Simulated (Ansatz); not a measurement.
**CH₄BrSi+: single points off equilibrium**

The atoms stand at a structure displaced at random from a GFN2-xTB minimum. How far do the functionals agree with CCSD(T) there?

The runs use Ansatz 0.2.0, Gaussian basis; single points in def2-TZVPP.

Cores are frozen in the correlated methods. Filled d shells of the heavier atoms are correlated.

## 1. The starting structure

SMILES `C[SiH+]Br`, 7 atoms, charge 1, spin multiplicity 1.

Atoms are counted from 1 here; the program's logs count them from 0.

Bond lengths: C1–Si2 1.879 Å, C1–H4 1.071 Å, C1–H5 1.083 Å, C1–H6 1.089 Å, Si2–Br3 2.164 Å, Si2–H7 1.456 Å. Angles: Si2–C1–H4 112.9°, Si2–C1–H5 109.7°, Si2–C1–H6 109.3°, H4–C1–H5 109.3°, H4–C1–H6 107.7°, H5–C1–H6 107.8°, C1–Si2–Br3 119.6°, C1–Si2–H7 126.2°, Br3–Si2–H7 114.2°.

As a file:

```xyz
7
charge 1, multiplicity 1
C    -0.7435    0.4719   -0.2877
Si    0.8728   -0.2969    0.2859
Br    0.9189   -2.3811    0.8676
H    -0.6419    1.5046   -0.5543
H    -1.4907    0.3746    0.4907
H    -1.1059   -0.0623   -1.1644
H     2.1629    0.3725    0.3640
```

## 2. CCSD(T)/def2-TZVPP

run/in.yaml

```yaml
crystal:
  periodic: [false, false, false]
  atoms:
    - {symbol: C, position_ang: [-0.743500, 0.471900, -0.287700]}
    - {symbol: Si, position_ang: [0.872800, -0.296900, 0.285900]}
    - {symbol: Br, position_ang: [0.918900, -2.381100, 0.867600]}
    - {symbol: H, position_ang: [-0.641900, 1.504600, -0.554300]}
    - {symbol: H, position_ang: [-1.490700, 0.374600, 0.490700]}
    - {symbol: H, position_ang: [-1.105900, -0.062300, -1.164400]}
    - {symbol: H, position_ang: [2.162900, 0.372500, 0.364000]}
basis:
  gaussian: {orbitals: def2-TZVPP}
total_charge: 1
correlation: {method: ccsd_t}
output: {forces: true}
```

The command line of these runs was not kept.

## 3. PBE0-D4/def2-TZVPP

run/in.yaml: that of step 2 with these lines changed.

```diff
@@ -13,3 +13,3 @@
 total_charge: 1
-correlation: {method: ccsd_t}
-output: {forces: true}
+hamiltonian: {xc: pbe0, dispersion: d4}
+output: {forces: true, orbitals: {seedname: orbitals}}
```

## 4. wB97M-V/def2-TZVPP

run/in.yaml: that of step 3 with these lines changed.

```diff
@@ -13,3 +13,3 @@
 total_charge: 1
-hamiltonian: {xc: pbe0, dispersion: d4}
-output: {forces: true, orbitals: {seedname: orbitals}}
+hamiltonian: {xc: {name: wB97M-V}}
+output: {forces: true}
```

## 5. r2SCAN-D4/def2-TZVPP

run/in.yaml: that of step 4 with these lines changed.

```diff
@@ -13,3 +13,3 @@
 total_charge: 1
-hamiltonian: {xc: {name: wB97M-V}}
+hamiltonian: {xc: r2scan, dispersion: d4}
 output: {forces: true}
```

## 6. PBE-D4/def2-TZVPP

run/in.yaml: that of step 5 with these lines changed.

```diff
@@ -13,3 +13,3 @@
 total_charge: 1
-hamiltonian: {xc: r2scan, dispersion: d4}
+hamiltonian: {xc: pbe, dispersion: d4}
 output: {forces: true}
```

## 7. CAM-B3LYP-D4/def2-TZVPP

run/in.yaml: that of step 6 with these lines changed.

```diff
@@ -13,3 +13,3 @@
 total_charge: 1
-hamiltonian: {xc: pbe, dispersion: d4}
+hamiltonian: {xc: {name: CAM-B3LYP}, dispersion: d4}
 output: {forces: true}
```

## 8. r2SCANh-D4/def2-TZVPP

run/in.yaml: that of step 7 with these lines changed.

```diff
@@ -13,3 +13,3 @@
 total_charge: 1
-hamiltonian: {xc: {name: CAM-B3LYP}, dispersion: d4}
+hamiltonian: {xc: {name: r2SCANh}, dispersion: d4}
 output: {forces: true}
```

(Steps that only read results are left out.)

Q: Predict the outcome of this session. Wanted: energy less free atoms, CCSD(T)/def2-TZVPP; RMS force component; RMS force error; HOMO and LUMO, PBE0-D4; T1 diagnostic.

**Answer**, as computed:

```
                                  quantity                                                                                                   value
energy less free atoms, CCSD(T)/def2-TZVPP                                                                                              -15.425 eV
                       RMS force component                                                                    0.471 to 0.535 eV/Å over the methods
                           RMS force error  PBE0-D4 0.083, wB97M-V 0.062, r2SCAN-D4 0.089, PBE-D4 0.171, CAM-B3LYP-D4 0.069, r2SCANh-D4 0.083 eV/Å
                    HOMO and LUMO, PBE0-D4                                                                                     -14.35 and -8.67 eV
                             T1 diagnostic                                                                                                   0.011
```

What this shows: Against CCSD(T) the functionals' energies less atoms differ by -0.820 to -0.446 eV, PBE-D4 by -0.820 eV. CCSD(T) in triple zeta still lacks some correlation energy of the bonds, so part of these gaps is its own basis error and they don't rank the functionals. For forces wB97M-V does best and PBE-D4 worst. Frozen-core CCSD(T) forces in triple zeta carry basis errors of their own, and this is one geometry, so small gaps rank nothing.
